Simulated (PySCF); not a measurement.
# F2GeH4O3SSi: the cost of one run

Computed with PySCF 2.14.0; each step states its level. No surroundings beyond the atoms listed, unless a continuum is named. Atoms count from 0, parts from 1.

### 1 Starting point

12 atoms, charge 0, multiplicity 1; geometry: GFN1-xTB, MD frame. Parts: 1 = atoms 0–8, `F[SiH](F)[O][GeH3]`, charge 0; 2 = atoms 9–11, `O=S=O`, charge 0.

### 2 Shielding tensors: 375 fs

What the job is given:

```
{"job": {"kind": "nmr", "xc": "PBE0", "basis": "pcSseg-1", "pop": false}, "charge": 0, "multiplicity": 1, "parts": [{"atoms": "0-8", "charge": 0, "multiplicity": 1}, {"atoms": "9-11", "charge": 0, "multiplicity": 1}]}
Si     2.039080    -0.067761    -0.793624
O      0.478341     0.248723    -0.615536
Ge    -1.204821     0.453904     0.119233
F      2.278540    -1.322433    -1.651499
F      2.679799    -0.192458     0.676587
H      2.936241     0.760831    -1.423446
H     -2.067142     1.294746    -0.809954
H     -1.944443    -0.907479     0.249264
H     -1.146208     1.067655     1.477645
O      0.258017    -0.994688     2.168891
S      1.314764    -0.009233     2.374914
O      0.993507     1.327044     2.177449
```

With the program's defaults for keys left out, this is: GIAO PBE0/pcSseg-1 NMR shielding, non-relativistic, gas phase.

On the command line:

```console
$ OMP_NUM_THREADS=1 python cluster_run.py task.json out
```

One launch serves the whole session: the jobs run in the order shown.

**Question.** How long does this first job take on 1 thread of Arm Neoverse N1, shared host, and how much memory does it need?

About 68 s, with a peak of 1 GiB.
